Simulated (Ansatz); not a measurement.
A run of Ansatz 0.2.0:

Contents of input.yaml:

```yaml
crystal:
  lattice:
    - [5.75899, 0.0, 0.0]
    - [-2.87949, 4.98743, 0.0]
    - [0.0, 0.0, 8.52547]
  atoms:
    - { symbol: Hf, position: [0.33333, 0.66667, 0.54201] }
    - { symbol: Hf, position: [0.66667, 0.33333, 0.54201] }
    - { symbol: Pd, position: [0.33333, 0.66667, 0.1288] }
    - { symbol: Pd, position: [0.66667, 0.33333, 0.1288] }
    - { symbol: Se, position: [0.33333, 0.66667, 0.85572] }
    - { symbol: Se, position: [0.66667, 0.33333, 0.85572] }
    - { symbol: Br, position: [0.0, 0.0, 0.13895] }
    - { symbol: Br, position: [0.0, 0.0, 0.65384] }
    - { symbol: O, position: [0.5, 0.0, 0.42963] }
    - { symbol: O, position: [0.0, 0.5, 0.42963] }
    - { symbol: O, position: [0.5, 0.5, 0.42963] }
hamiltonian:
  xc: pbe
  pseudopotentials: { kind: paw, frozen_core: stored }
kpoints:
  mp_grid: { grid: [6, 6, 3] }
scf:
  occupations: { method: fermi_dirac, width: 0.05 }
output:
  forces: true
  stress: true
  eigenvalues: true
  efg: {}
```

Potentials or basis: Ansatz PAW.

Launch:

```console
$ ansatz run input.yaml --threads 8 --pin off --max-ram 20480MiB --backend cpu --events-out ev --progress --plain --runs-dir out
```

Hardware: 8 threads of Arm Neoverse V2 (shared host).

Task: Estimate the wall time of this run.

Result: It took 4.5 s on 8 threads of Arm Neoverse V2, with other jobs on the host, peak memory 1.2 GiB. Counts: scf iterations 11, plane waves 4781, k points 14, bands 92.
